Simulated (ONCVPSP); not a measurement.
# An ONCV potential for carbon, from input to tests

Do these settings give a usable potential? It is generated, then checked for transferability, scattering, ghosts and hardness.

Method: ONCVPSP 4.0.1, LDA (Perdew-Wang 92), scalar-relativistic.

## 1. Settings

Typed settings, in words:

```
element                 : carbon (C, Z = 6)
type                    : optimised norm-conserving Vanderbilt (ONCV)
frozen core             : [He]
valence charge          : 4
reference configuration : 2s1 2p3
partial waves           : 2s: rc 0.85 bohr, ncon 4, nbas 7, qcut 9.8 1/bohr, 3 projectors, debl 0.9 Ha; 2p: rc 2.20 bohr, ncon 4, nbas 8, qcut 7.2 1/bohr, 2 projectors, debl 0.3 Ha
local potential         : polynomial inside 0.75 bohr (lpopt 5, dvloc0 3 Ha)
core correction         : Teter function, fcfact 3, rcfact 1
```

An earlier all-electron run gives the scale for the radii.

All-electron outer shells of the reference configuration (LDA (PZ), scalar-relativistic, ld1.x):

| shell | level (eV) | outermost node (bohr) | outermost maximum (bohr) |
| --- | --- | --- | --- |
| 1s | -271.65 | – | 0.18 |
| 2s | -14.08 | 0.38 | 1.22 |
| 2p | -5.82 | – | 1.19 |

## 2. Generating the potential

C.dat

```
# ATOM AND REFERENCE CONFIGURATION
# atsym  z   nc   nv     iexc    psfile
  C 6.00    1    2  -001012      upf
#
#   n    l    f
    1    0    2.00
    2    0    1.00
    2    1    3.00
#
# PSEUDOPOTENTIAL AND OPTIMIZATION
# lmax
    1
#
#   l,   rc,      ep,       ncon, nbas, qcut
    0    0.85    0.00    4    7    9.80
    1    2.20    0.00    4    8    7.20
#
# LOCAL POTENTIAL
# lloc, lpopt,  rc(5),   dvloc0
    4    5    0.75    3.00
#
# VANDERBILT-KLEINMAN-BYLANDER PROJECTORs
# l, nproj, debl
    0    3    0.90
    1    2    0.30
#
# MODEL CORE CHARGE
# icmod, fcfact, rcfact
    3    3.00    1.00
#
# LOG DERIVATIVE ANALYSIS
# epsh1, epsh2, depsh
   -2.00    5.00    0.02
#
# OUTPUT GRID
# rlmax, drl
    6.00    0.01
#
# TEST CONFIGURATIONS
# ncnf
    4
# nvcnf
#   n    l    f
    2
    2    0    2.00
    2    1    2.00
#
    2
    2    0    2.00
    2    1    1.00
#
    2
    2    0    2.00
    2    1    0.00
#
    2
    2    0    1.00
    2    1    2.00
#
```

Launch:

```sh
$ oncvpsp.x < C.dat > C.out
```

Q: Predict the outcome of this session. Wanted: cutoffs for 1 and 0.1 mHa per electron, occupied waves; bound ghosts; GHOST(+) flags; largest test error; largest phase difference near zero energy, channels read; rms error of d²Exc/dn², without and with the model core.

As calculated:

| quantity | value |
| --- | --- |
| cutoffs for 1 and 0.1 mHa per electron, occupied waves | 38 Ha and 139 Ha |
| bound ghosts | s at -288.65 eV |
| GHOST(+) flags | s at 253 eV |
| largest test error (AE − PS) | +476 meV, for 2s2 2p0 |
| largest phase difference near zero energy, channels read | 0.000 rad |
| rms error of d²Exc/dn², without and with the model core | 2.71 and 2.28 mHa |

**Reading.** It has a bound ghost (s), a state that the atom doesn't have, and that rules the file out. By total energies transferability is poor: the largest error is 476 meV on 27.0 eV, for 2s2 2p0. It counts as hard, with 38 Ha needed at the looser tolerance. The tighter tolerance needs 139 Ha, and converged work needs a cutoff nearer that. At the looser tolerance the 2s wave is the slowest; 2p needs 14 Ha. Near zero energy the phases of the channels with partial waves agree within 0.001 rad. The program also flags highly localised states, GHOST(+) (s). All of this concerns the isolated atom, not yet a solid.
